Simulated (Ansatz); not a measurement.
# CH7BGaOP: basis-set convergence

One table from this session's results is given with a row withheld; the runs are named, their logs left out.

Computed with Ansatz 0.2.0, Gaussian basis. Level: one geometry, several basis sets.

Levels to be run: PBE0-D4/def2-SVP; ωB97M-V/def2-SVP; PBE0-D4/def2-QZVPP; ωB97M-V/def2-QZVPP; the functionals' def2-TZVPP values are taken from earlier runs.

## Structure used throughout

An earlier PBE0-D4 in a triple-zeta def2 set relaxation fixed the geometry.

SMILES `[CH3][Ga]([PH2])[BH]O`, 12 atoms, charge 0, spin multiplicity 1.

Atoms are counted from 1 here; the program's logs count them from 0.

Bond lengths: C1–Ga2 1.978 Å, C1–H6 1.093 Å, C1–H7 1.090 Å, C1–H8 1.094 Å, Ga2–P3 2.333 Å, Ga2–B4 2.104 Å, P3–H9 1.420 Å, P3–H10 1.419 Å, B4–O5 1.355 Å, B4–H11 1.209 Å, O5–H12 0.962 Å. Angles: Ga2–C1–H6 110.5°, Ga2–C1–H7 112.5°, Ga2–C1–H8 109.4°, H6–C1–H7 108.8°, H6–C1–H8 107.0°, H7–C1–H8 108.5°, C1–Ga2–P3 115.0°, C1–Ga2–B4 125.5°, P3–Ga2–B4 119.3°, Ga2–P3–H9 95.2°, Ga2–P3–H10 96.5°, H9–P3–H10 95.0°, Ga2–B4–O5 118.7°, Ga2–B4–H11 123.1°, O5–B4–H11 118.2°, B4–O5–H12 113.7°.

Set-up of the first run:

File in.yaml:

```yaml
crystal:
  periodic: [false, false, false]
  atoms:
    - {symbol: C, position_ang: [-1.376070, 0.473384, 1.456240]}
    - {symbol: Ga, position_ang: [0.060412, -0.158229, 0.252555]}
    - {symbol: P, position_ang: [2.125622, -0.503313, 1.280936]}
    - {symbol: B, position_ang: [-0.186364, -0.696439, -1.766210]}
    - {symbol: O, position_ang: [-0.073812, 0.264909, -2.714596]}
    - {symbol: H, position_ang: [-2.223194, -0.217485, 1.436215]}
    - {symbol: H, position_ang: [-1.037877, 0.585312, 2.486803]}
    - {symbol: H, position_ang: [-1.744560, 1.441547, 1.104598]}
    - {symbol: H, position_ang: [2.120540, 0.725052, 1.992794]}
    - {symbol: H, position_ang: [2.921724, -0.021857, 0.209517]}
    - {symbol: H, position_ang: [-0.404567, -1.830329, -2.125954]}
    - {symbol: H, position_ang: [-0.181863, -0.062532, -3.612918]}
basis:
  gaussian: {orbitals: def2-SVP}
hamiltonian: {xc: pbe0, dispersion: d4}
output: {orbitals: {seedname: orbitals}}
```

Launch:

```console
$ ansatz run in.yaml --threads 4 --pin off --events-out ev --progress --plain --max-ram 10444MiB
```

Among the steps run: PBE0-D4 in def2-SVP; ωB97M-V in def2-SVP; PBE0-D4 in def2-QZVPP; ωB97M-V in def2-QZVPP.

One table of the session follows, with a row left open; its other results are not shown here.

It belongs to the step «Density functionals: the series». 

```
functional       basis  HOMO (eV)
   PBE0-D4    def2-SVP      -6.38
   PBE0-D4  def2-TZVPP      -6.48
   PBE0-D4  def2-QZVPP      -6.51
   ωB97M-V    def2-SVP      -8.36
   ωB97M-V  def2-TZVPP          ?
   ωB97M-V  def2-QZVPP      -8.51
```

**Question.** Estimate the row for ωB97M-V, def2-TZVPP.

The run gave: HOMO (eV): -8.49. In the column «HOMO (eV)» it lies between ωB97M-V, def2-QZVPP (-8.51) and ωB97M-V, def2-SVP (-8.36).
